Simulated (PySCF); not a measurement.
# C3H11BN2: magnetic properties

Programs: PySCF 2.14.0, with routines of our own; each step states its level. All values are computed. Atoms count from 0.

## 1. The system as given

17 atoms, charge 0, multiplicity 1; geometry from: GFN2-xTB.

## 2. Relaxing the molecule at PBE0-D3(BJ)/def2-SVP

Job settings and geometry (Å):

```
{"job": {"xc": "PBE0", "basis": "def2-SVP", "d3": "d3bj", "grid": 1, "kind": "geom"}, "charge": 0, "multiplicity": 1}
B      2.342017    -0.449349    -0.345628
N      1.174518     0.592551     0.196880
C     -0.147409     0.339262    -0.324774
C     -1.331259     1.110914     0.200905
C     -1.165419    -0.366721     0.508896
N     -1.985808    -1.384599    -0.056634
H      3.337988    -0.095864     0.208221
H      2.390674    -0.294796    -1.526462
H      1.988086    -1.537606    -0.027275
H      1.182744     0.524090     1.209775
H      1.494389     1.520710    -0.067700
H     -0.116014     0.108343    -1.381922
H     -2.091575     1.414729    -0.503024
H     -1.168114     1.820976     0.998262
H     -0.884284    -0.614772     1.527250
H     -2.879972    -1.447566     0.417268
H     -2.147560    -1.228272    -1.043947
```

On the command line:

```bash
$ OMP_NUM_THREADS=1 python excited_run.py task.json out
```

This one command runs all jobs of the session in turn.

**Question.** How long does this first job take on 1 thread of Arm Neoverse V1, shared host, and how much memory does it need?

About 39 s, with a peak of 0.64 GiB.
